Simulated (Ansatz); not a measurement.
# LiGeN: the cost of one run

Computed with Ansatz 0.2.0 (DFT PBE, scalar-relativistic, plane waves, PAW, unless a step's input says otherwise).

## Step 1: The system as given

Symmetry: Pmmm, No. 47, orthorhombic system. Conventional cell: a = 3.298 Å, b = 3.330 Å, c = 3.433 Å, α = 90.00°, β = 90.00°, γ = 90.00°. Li (site symmetry mmm) is surrounded by 4 N at 2.34 Å. Ge (site symmetry mmm) is surrounded by 2 N at 1.72 Å. Around N (site symmetry mmm) lie 2 Ge at 1.72 Å and 4 Li at 2.34 Å.

As a file:

```
Li Ge N
1.0
     3.29820    0.00000    0.00000
     0.00000    3.32990    0.00000
     0.00000    0.00000    3.43252
Li Ge N
1 1 1
Direct
  0.00000 0.00000 0.00000
  0.50000 0.50000 0.50000
  0.50000 0.50000 0.00000
```

Recipe of the guess: species swapped into a database cell of TmCoC (Pmmm, No. 47), with Li on the Tm sites, Ge on the Co sites and N on the C sites. Lengths come from tabulated atomic sizes and are only a guess.

## Step 2: A first look at the guess

Contents of input.yaml:

```yaml
crystal:
  lattice:
    - [3.2981994, 0.0, 0.0]
    - [0.0, 3.32989763, 0.0]
    - [0.0, 0.0, 3.43251995]
  atoms:
    - { symbol: Li, position: [0.0, 0.0, 0.0] }
    - { symbol: Ge, position: [0.5, 0.5, 0.5] }
    - { symbol: "N", position: [0.5, 0.5, 0.0] }
basis:
  ecutwfc: 420
kpoints:
  mp_grid: { grid: [6, 6, 6] }
hamiltonian:
  xc: pbe
scf:
  occupations: { method: gaussian, width: 0.1 }
  lower_state_search: "off"
output:
  forces: true
  stress: true
  eigenvalues: true
```

The run is started by

```console
$ ansatz run input.yaml --threads 1 --pin off --max-ram 2560MiB --backend cpu --events-out ev --progress --plain --runs-dir out
```

**Question.** How long does this run take on 1 thread of Arm Neoverse V1, shared host, and how much memory does it need?

About 2.2 s, with a peak of 0.32 GiB.
